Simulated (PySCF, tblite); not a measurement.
# C8H6+ (doublet): geometry, infrared bands and EPR parameters

Wanted: the infrared bands and EPR parameters of C8H6+ (doublet) (`C#C[C+]1[CH]C=CC=C1`), by calculation.

Computed with tblite 0.8.0 and PySCF 2.14.0, with density-fitted response routines of our own, on a single molecule in the gas phase. Atoms are numbered from 0 throughout.

## (1) The starting structure

14 atoms, charge 1, multiplicity 2; geometry from: force field or distance geometry start.

Bonds of the start (Å): C0–C1 1.22, C1–C2 1.40, C2–C3 1.46, C3–C4 1.44, C4–C5 1.35, C5–C6 1.46, C6–C7 1.36, C7–C2 1.46, C0–H8 1.06, C3–H9 1.09, C4–H10 1.09, C5–H11 1.08, C6–H12 1.09, C7–H13 1.08.

## (2) Geometry optimisation with GFN2-xTB

The job: settings as JSON, then the geometry in Å.

```
{"job": {"kind": "relax", "xc": "GFN2-xTB", "basis": "xTB"}, "charge": 1, "multiplicity": 2}
C      2.680600    -0.816200     1.891400
C      1.716000    -0.518000     1.209800
C      0.605600    -0.182100     0.427500
C      0.199200    -1.008500    -0.703200
C     -0.953800    -0.648000    -1.487600
C     -1.638800     0.471300    -1.183700
C     -1.240000     1.321200    -0.061500
C     -0.172400     1.022900     0.719500
H      3.520500    -1.074700     2.490100
H      0.754000    -1.913500    -0.930000
H     -1.242500    -1.280100    -2.329100
H     -2.504100     0.772400    -1.758600
H     -1.841100     2.205900     0.147200
H      0.116000     1.646900     1.546200
```

Command:

```
> OMP_NUM_THREADS=1 python probes_run.py task.json out
```

One launch serves the whole session: the jobs run in the order shown.

**Question.** This job is followed by: GFN2-xTB harmonic vibrations, gas phase; UKS B3LYP, pcH-1 on C H, non-relativistic, mean-field spin-orbit, GIAO. What will the session give for the following? strongest single infrared mode (GFN2-xTB); zero-point energy (GFN2-xTB); g(iso) (B3LYP); ⟨S²⟩; largest a(iso) (averaged by class).

**Answer**, as computed:

| quantity | value |
| --- | --- |
| strongest single infrared mode (GFN2-xTB) | 2149 cm⁻¹, 266 km/mol |
| zero-point energy (GFN2-xTB) | 64.5 kcal/mol |
| g(iso) (B3LYP) | 2.00303 |
| ⟨S²⟩ | 0.767 (exact 0.75) |
| largest a(iso) (averaged by class) | 1H on H8, -35.0 MHz |

What this shows: Relaxing lowered the energy by 0.246 eV in 15 steps; the close pair that moved most is C3–C4, from 1.440 to 1.371 Å. The lowest mode is slightly imaginary (8i cm⁻¹), a soft motion within the noise of the Hessian, so the minimum is not strictly shown. The strongest single mode, at 2149 cm⁻¹, moves mainly C1. GFN2-xTB is a fitted tight-binding method: band positions and strengths are rough. Its intensities can rank the bands wrongly. The largest spin populations lie on C0 (0.42 e), C5 (0.33 e). The isotropic g lies 0.7 ppt above the free-electron value.
